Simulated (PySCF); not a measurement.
# The bond of BeO, level by level

One table from this session's results is given with a row withheld; the runs are named, their logs left out.

Computed with PySCF 2.14.0. Level: Be pcseg-2, O pcseg-2, no relativity.

Set-up of the first run:

The job is set up so:

```
atoms                         : Be, O
charge                        : 0
basis                         : Be pcseg-2, O pcseg-2
Hamiltonian                   : no relativity
basis functions               : 45
electrons treated             : 12
masses in u                   : 9.0122, 15.9949
levels                        : PBE0, PBE, r²SCAN, r²SCANh, LDA, B97-3, HF, MP2, SCS-MP2, CCSD, CCSD(T)
grid                          : 80 radial by 434 angular points
occupations                   : held fixed by the projection of orbital angular momentum
dissociation limit            : Be + O, each in its ground configuration
starting distance in angstrom : 1.560
values of 2S to try           : 0, 2
```

Launch:

```bash
$ OMP_NUM_THREADS=1 python dia.py task.json out
```

Among the steps run: The job; First curve: PBE0; Excited determinants; PBE; r²SCAN (meta-GGA); r²SCANh; LDA (local density); B97-3; RHF (mean field); Correlated methods on the Hartree–Fock reference.

One of the session's tables, all rows but one given; the rest of the session is left out.

It belongs to the step «The curves together». Energy (eV) from each level's lowest point:

| R (Å) | RHF | RHF-MP2 | RHF-SCS-MP2 | RHF-CCSD | RHF-CCSD(T) |
| --- | --- | --- | --- | --- | --- |
| 1.139 | 1.044 | 1.419 | 1.361 | n/a | n/a |
| 1.192 | 0.407 | 0.694 | 0.651 | 0.558 | 0.636 |
| 1.246 | 0.084 | 0.265 | 0.237 | 0.177 | 0.228 |
| 1.285 | ? | ? | ? | ? | ? |
| 1.325 | 0.022 | 0.006 | 0.000 | 0.000 | 0.000 |
| 1.365 | 0.129 | 0.000 | 0.004 | 0.040 | 0.010 |
| 1.418 | 0.372 | 0.082 | 0.100 | 0.189 | 0.114 |
| 1.484 | 0.788 | 0.287 | 0.321 | 0.485 | 0.349 |
| 1.563 | 1.380 | 0.635 | 0.685 | 0.940 | 0.727 |
| 1.669 | 2.188 | 1.300 | 1.333 | n/a | n/a |

**Question.** Estimate the row for R (Å) = 1.285.

Worked estimate for «RHF». A straight line through the neighbours (1.246, 0.084) and (1.325, 0.022) gives 0.084 + (0.022 − 0.084) × (1.285 − 1.246) / (1.325 − 1.246) = 0.053; a parabola fitted to 4 rows on both sides gives -0.002.

The run gave: RHF: 0.000; RHF-MP2: 0.087; RHF-SCS-MP2: 0.071; RHF-CCSD: 0.039; RHF-CCSD(T): 0.066. In «RHF» the line misses by +0.053 and the parabola by -0.002.
